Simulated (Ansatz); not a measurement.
# H2SeS2: functionals against CCSD(T) at one geometry

One table from this session's results is given with a row withheld; the runs are named, their logs left out.

Program: Ansatz 0.2.0, Gaussian basis. Level of theory: single points in def2-TZVPP. These are calculated values, not measurements.

Correlated methods freeze the cores. Filled d shells of the heavier atoms are correlated.

## Where the work starts

SMILES `SS[SeH]`, 5 atoms, charge 0, spin multiplicity 1.

Atoms are counted from 1 here; the program's logs count them from 0.

Bond lengths: S1–S2 2.048 Å, S1–H4 1.335 Å, S2–Se3 2.173 Å, Se3–H5 1.450 Å. Angles: S2–S1–H4 96.5°, S1–S2–Se3 110.0°, S2–Se3–H5 97.1°.

Coordinates:

```xyz
5
H2S2Se
S    -1.7634   -0.2353    0.3679
S     0.0654   -1.1352    0.1690
Se    1.6337    0.2160    0.8285
H    -1.8068    0.2925   -0.8571
H     1.8774    0.8460   -0.4543
```

Set-up of the first run:

Contents of run/in.yaml:

```yaml
crystal:
  periodic: [false, false, false]
  atoms:
    - {symbol: S, position_ang: [-1.763400, -0.235300, 0.367900]}
    - {symbol: S, position_ang: [0.065400, -1.135200, 0.169000]}
    - {symbol: Se, position_ang: [1.633700, 0.216000, 0.828500]}
    - {symbol: H, position_ang: [-1.806800, 0.292500, -0.857100]}
    - {symbol: H, position_ang: [1.877400, 0.846000, -0.454300]}
basis:
  gaussian: {orbitals: def2-TZVPP}
correlation: {method: ccsd_t}
output: {forces: true}
```

The command line of these runs was not kept.

Among the steps run: CCSD(T)/def2-TZVPP; PBE0-D4/def2-TZVPP; wB97M-V/def2-TZVPP; r2SCAN-D4/def2-TZVPP; PBE-D4/def2-TZVPP; HSE06-D4/def2-TZVPP; B97M-V/def2-TZVPP.

One table of the session follows, with a row left open; its other results are not shown here.

```
   method  RMS force component (eV/Å)  angle to CCSD(T) forces (°)  dipole (D)
  CCSD(T)                       0.285                    reference        1.55
  PBE0-D4                       0.257                         36.9        1.60
  wB97M-V                       0.231                         20.6        1.54
r2SCAN-D4                       0.289                         25.3        1.59
   PBE-D4                           ?                            ?           ?
 HSE06-D4                       0.260                         35.7        1.59
   B97M-V                       0.221                         34.8        1.53
```

**Question.** Estimate the row for PBE-D4.

The run gave: RMS force component (eV/Å): 0.444; angle to CCSD(T) forces (°): 26.7; dipole (D): 1.51. In the column «RMS force component (eV/Å)» it is the highest.
